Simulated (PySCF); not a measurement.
# C2H4F2OSi: the cost of one run

The runs use PySCF 2.14.0, with density-fitted response routines of our own; the level of theory stands in each step. All values are computed, except where a source is named. Atoms count from 0, in the outputs and in this text.

### Step 1. Starting geometry

10 atoms, charge 0, multiplicity 1; geometry from: GFN2-xTB. The atoms were then displaced at random by about 0.01 Å, so the start is not that level's minimum.

Bonds of the start (Å): O0–C1 1.21, C1–Si2 1.94, Si2–C3 1.90, C3–F4 1.36, C3–F5 1.36, C1–H6 1.11, Si2–H7 1.45, Si2–H8 1.46, C3–H9 1.13.

### Step 2. Optimising the geometry at PBE0-D3(BJ)/def2-SVP

Job settings and geometry (Å):

```
{"job": {"xc": "PBE0", "basis": "def2-SVP", "d3": "d3bj", "grid": 1, "shake": 0.01, "kind": "geom"}, "charge": 0, "multiplicity": 1}
O      2.586130     0.899780    -0.553840
C      1.626490     0.520290     0.083070
Si     0.196070    -0.556440    -0.661200
C     -1.325240    -0.013760     0.346260
F     -1.629370     1.297850     0.139920
F     -1.124870    -0.149860     1.683300
H      1.576720     0.768630     1.166910
H     -0.014460    -0.267180    -2.065930
H      0.446420    -1.953190    -0.301470
H     -2.287450    -0.567050     0.141940
```

The run is started by

```console
OMP_NUM_THREADS=1 python probes_run.py task.json out
```

The driver reads the jobs from task.json and runs them one after another.

**Question.** How long does this first job take on 1 thread of Arm Neoverse V1, shared host, and how much memory does it need?

About 23 s, with a peak of 0.45 GiB.
